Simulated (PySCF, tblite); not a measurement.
# C₆H₁₁AlOS: geometry, infrared bands and NMR shifts

What infrared bands and NMR shifts should C₆H₁₁AlOS (`C[S@@+]([AlH3-])Cc1ccco1`) show?

Programs: tblite 0.8.0 and PySCF 2.14.0, with density-fitted response routines of our own. Each step states its level of theory. These are calculated values for one molecule in the gas phase, unless marked as measured. Atoms are numbered from 0 throughout.

### 1 The starting structure

20 atoms, charge 0, multiplicity 1; geometry from: force field or distance geometry start.

Bonds of the start (Å): C0–S1 1.75, S1–Al2 2.19, S1–C3 1.75, C3–C4 1.49, C4–C5 1.36, C5–C6 1.39, C6–C7 1.37, C7–O8 1.31, O8–C4 1.31, C0–H9 1.11, C0–H10 1.12, C0–H11 1.11, Al2–H12 1.60, Al2–H13 1.60, Al2–H14 1.61, C3–H15 1.11, C3–H16 1.10, C5–H17 1.09, C6–H18 1.09, C7–H19 1.10.

### 2 Optimising the geometry with GFN2-xTB

What the job is given:

```
{"job": {"kind": "relax", "xc": "GFN2-xTB", "basis": "xTB"}, "charge": 0, "multiplicity": 1}
C     -1.972200     0.081500     1.339400
S     -1.609900    -0.534000    -0.255400
Al    -2.004800     0.842600    -1.908100
C     -0.112400    -1.432500    -0.388100
C      1.086400    -0.633600    -0.003600
C      1.665000    -0.491500     1.223900
C      2.745300     0.362600     1.022000
C      2.769400     0.696200    -0.308700
O      1.763000     0.071000    -0.873600
H     -2.105000     1.184600     1.392600
H     -2.938700    -0.354400     1.704700
H     -1.227200    -0.207200     2.106900
H     -0.619700     1.513600    -2.348000
H     -2.531500    -0.039700    -3.139200
H     -3.099100     1.943200    -1.477500
H      0.003500    -1.718500    -1.453800
H     -0.110300    -2.372300     0.188100
H      1.363500    -0.947500     2.165900
H      3.429300     0.690700     1.805400
H      3.500200     1.356000    -0.795800
```

The run is started by

```sh
$ OMP_NUM_THREADS=1 python probes_run.py task.json out
```

One launch serves the whole session: the jobs run in the order shown.

**Question.** This job is followed by: GFN2-xTB harmonic vibrations, gas phase; GIAO PBE0/pcSseg-1 NMR shielding, non-relativistic, gas phase. Predict these results of the whole session: strongest single infrared mode (GFN2-xTB); zero-point energy (GFN2-xTB); 13C shifts against TMS (PBE0/pcSseg-1); 1H shifts against TMS (PBE0/pcSseg-1, means over atoms taken as alike); 33S shifts against CS2 (PBE0/pcSseg-1); 27Al shifts against AlH4- (PBE0/pcSseg-1); 17O shifts against H2O (PBE0/pcSseg-1).

As calculated:

```
                                                              quantity                                         value
                             strongest single infrared mode (GFN2-xTB)                          758 cm⁻¹, 510 km/mol
                                          zero-point energy (GFN2-xTB)                                 90.6 kcal/mol
                                13C shifts against TMS (PBE0/pcSseg-1)    149.9, 145.8, 119.6, 116.3, 38.2, 25.0 ppm
1H shifts against TMS (PBE0/pcSseg-1, means over atoms taken as alike)  7.92, 6.79, 6.49, 4.88, 3.94, 3.66, 2.71 ppm
                                33S shifts against CS2 (PBE0/pcSseg-1)                                       -78 ppm
                             27Al shifts against AlH4- (PBE0/pcSseg-1)                                      68.7 ppm
                                17O shifts against H2O (PBE0/pcSseg-1)                                     306.6 ppm
```

In words: Relaxing lowered the energy by 1.569 eV in 214 steps; the close pair that moved most is Al2–O8, from 3.983 to 2.272 Å. No mode is imaginary among the 54: a minimum at this level. The strongest single mode, at 758 cm⁻¹, is spread over several atoms, H14, H12, H13 among them. Unscaled tight-binding wavenumbers are off by several per cent, some by more. Its intensities can rank the bands wrongly. NICS(1)zz of -24 ppm above the planar ring from C4 marks a diatropic (aromatic) ring current.
